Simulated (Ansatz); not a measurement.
# C₂H₄ClIn: ionisation energy by level of theory

One table from this session's results is given with a row withheld; the runs are named, their logs left out.

The runs use Ansatz 0.2.0, Gaussian basis; unrestricted cation, the program's frozen cores in correlated methods.

Levels to be run: UKS PBE-D4/def2-TZVPP; UKS r2SCAN-D4/def2-TZVPP; UKS PBE0-D4/def2-TZVPP; UKS B3LYP-D4/def2-TZVPP; UKS wB97X-V/def2-TZVPP; then −ε(HOMO) from the neutral's earlier runs with LDA (SPW92), PBE-D4, revPBE-D4, BLYP-D4, r2SCAN-D4, B97M-V, PBE0-D4, B3LYP-D4, r2SCANh-D4, r2SCAN0-D4, HSE06-D4, BHLYP-D4, CAM-B3LYP-D4, LC-ωPBE, ωB97X-V, ωB97M-V.

## Structure used throughout

The geometry comes from an earlier relaxation with PBE0-D4 in a triple-zeta def2 set; it is a stationary point, not always the lowest conformer. In takes the def2 core potential; no spin-orbit term is included.

SMILES `C=[CH][InH][Cl]`, 8 atoms, charge 0, spin multiplicity 1.

Atoms are counted from 1 here; the program's logs count them from 0.

Bond lengths: C1–C2 1.330 Å, C1–H5 1.087 Å, C1–H6 1.088 Å, C2–In3 2.114 Å, C2–H7 1.087 Å, In3–Cl4 2.356 Å, In3–H8 1.703 Å. Angles: C2–C1–H5 122.0°, C2–C1–H6 121.8°, H5–C1–H6 116.2°, C1–C2–In3 120.0°, C1–C2–H7 119.2°, In3–C2–H7 120.8°, C2–In3–Cl4 108.6°, C2–In3–H8 138.5°, Cl4–In3–H8 112.9°.

The first run:

in.yaml

```yaml
crystal:
  periodic: [false, false, false]
  atoms:
    - {symbol: C, position_ang: [-0.787586, 1.164579, 0.310371]}
    - {symbol: C, position_ang: [0.410224, 0.763013, -0.105503]}
    - {symbol: In, position_ang: [0.817482, -1.299794, -0.325061]}
    - {symbol: Cl, position_ang: [-1.112855, -2.514155, 0.266897]}
    - {symbol: H, position_ang: [-1.581178, 0.460893, 0.547525]}
    - {symbol: H, position_ang: [-1.028390, 2.219010, 0.432354]}
    - {symbol: H, position_ang: [1.170427, 1.507566, -0.328998]}
    - {symbol: H, position_ang: [2.111855, -2.301120, -0.797585]}
basis:
  gaussian: {orbitals: def2-TZVPP}
total_charge: 1
magnetization: {spin_polarized: true, initial_magnetization: 1}
hamiltonian: {xc: pbe, dispersion: d4}
```

Launch:

```sh
ansatz run in.yaml --threads 2 --pin off --events-out ev --progress --plain --max-ram 32768MiB --backend cpu
```

Among the steps run: Cation, UKS PBE-D4/def2-TZVPP; Cation, UKS r2SCAN-D4/def2-TZVPP; Cation, UKS PBE0-D4/def2-TZVPP; Cation, UKS B3LYP-D4/def2-TZVPP; Cation, UKS wB97X-V/def2-TZVPP.

One table of the session follows, with a row left open; its other results are not shown here.

For comparison, −ε(HOMO) of the neutral from earlier runs:

```
  functional  −ε(HOMO) (eV)
 LDA (SPW92)           6.87
      PBE-D4           6.73
   revPBE-D4           6.67
     BLYP-D4           6.58
   r2SCAN-D4           7.03
      B97M-V           7.11
     PBE0-D4           8.01
    B3LYP-D4           7.77
  r2SCANh-D4           7.50
  r2SCAN0-D4           8.20
    HSE06-D4           7.61
    BHLYP-D4           9.16
CAM-B3LYP-D4           9.34
     LC-ωPBE          10.69
     ωB97X-V              ?
     ωB97M-V          10.19
```

Estimate the missing values for ωB97X-V.

The run gave: −ε(HOMO) (eV): 10.34. In the column «−ε(HOMO) (eV)» it lies between ωB97M-V (10.19) and LC-ωPBE (10.69).
